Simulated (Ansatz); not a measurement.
# CdTeF6: the cost of one run

Program: Ansatz 0.2.0. Level of theory: DFT PBE, scalar-relativistic, plane waves, PAW. These are calculated values, not measurements.

1 further run of the same task is left out (set aside as unsound or not needed).

## Step 1: Starting point

It takes space group Fm-3m (No. 225, cubic). Conventional cell: a = 8.693 Å, b = 8.693 Å, c = 8.693 Å, α = 90.00°, β = 90.00°, γ = 90.00°. Around Cd (site symmetry m-3m) lie 6 F at 2.26 Å. Te (site symmetry m-3m) is surrounded by 6 F at 2.09 Å. F (site symmetry 4mm) has 1 Te at 2.09 Å and 1 Cd at 2.26 Å as nearest neighbours.

As a file:

```
CELL_PARAMETERS angstrom
0.00000 4.34630 4.34630
4.34630 0.00000 4.34630
4.34630 4.34630 0.00000
ATOMIC_POSITIONS crystal
Cd 0.00000 0.00000 0.00000
Te 0.50000 0.50000 0.50000
F 0.74029 0.25971 0.25971
F 0.25971 0.74029 0.74029
F 0.25971 0.74029 0.25971
F 0.74029 0.25971 0.74029
F 0.25971 0.25971 0.74029
F 0.74029 0.74029 0.25971
```

It is the end of an earlier relaxation with the same method, from a generated guess; it needn't be the stable form of this composition. At a tolerance of 0.02 Å it has space group Fm-3m (No. 225); it has 20.53 Å³/atom, an uncorrected energy of -2.09 eV/atom over the elements.

## Step 2: Electronic structure at the relaxed geometry

input.yaml reads:

```yaml
crystal:
  lattice:
    - [0.0, 4.3463038, 4.3463038]
    - [4.3463038, 0.0, 4.3463038]
    - [4.3463038, 4.3463038, 0.0]
  atoms:
    - { symbol: Cd, position: [0.0, 0.0, 0.0] }
    - { symbol: Te, position: [0.5, 0.5, 0.5] }
    - { symbol: F, position: [0.740289, 0.259711, 0.259711] }
    - { symbol: F, position: [0.259711, 0.740289, 0.740289] }
    - { symbol: F, position: [0.259711, 0.740289, 0.259711] }
    - { symbol: F, position: [0.740289, 0.259711, 0.740289] }
    - { symbol: F, position: [0.259711, 0.259711, 0.740289] }
    - { symbol: F, position: [0.740289, 0.740289, 0.259711] }
basis:
  ecutwfc: 420
kpoints:
  mp_grid: { grid: [6, 6, 6] }
  band_path:
    path:
      - [[0.0, 0.0, 0.0], [0.5, 0.0, 0.5], [0.625, 0.25, 0.625]]
      - [[0.375, 0.375, 0.75], [0.0, 0.0, 0.0], [0.5, 0.5, 0.5], [0.5, 0.25, 0.75], [0.5, 0.0, 0.5]]
    npoints: 14
hamiltonian:
  xc: pbe
scf:
  occupations: { method: gaussian, width: 0.02 }
  n_extra_bands: 20
output:
  forces: true
  stress: true
  eigenvalues: true
  populations: true
  dos: { projected: true, de: 0.02, nscf_kmesh: { grid: [9, 9, 9] } }
  bader: true
  write_density: true
  write_potential: true
  elf: true
  volumetric_format: npy
```

On the command line:

```bash
ansatz run input.yaml --threads 4 --pin off --max-ram 8192MiB --backend cpu --events-out ev --progress --plain --runs-dir out
```

**Question.** How long does this run take on 4 threads of Intel Xeon Platinum 8488C (Sapphire Rapids), shared host, and how much memory does it need?

About 21 s, with a peak of 0.83 GiB.
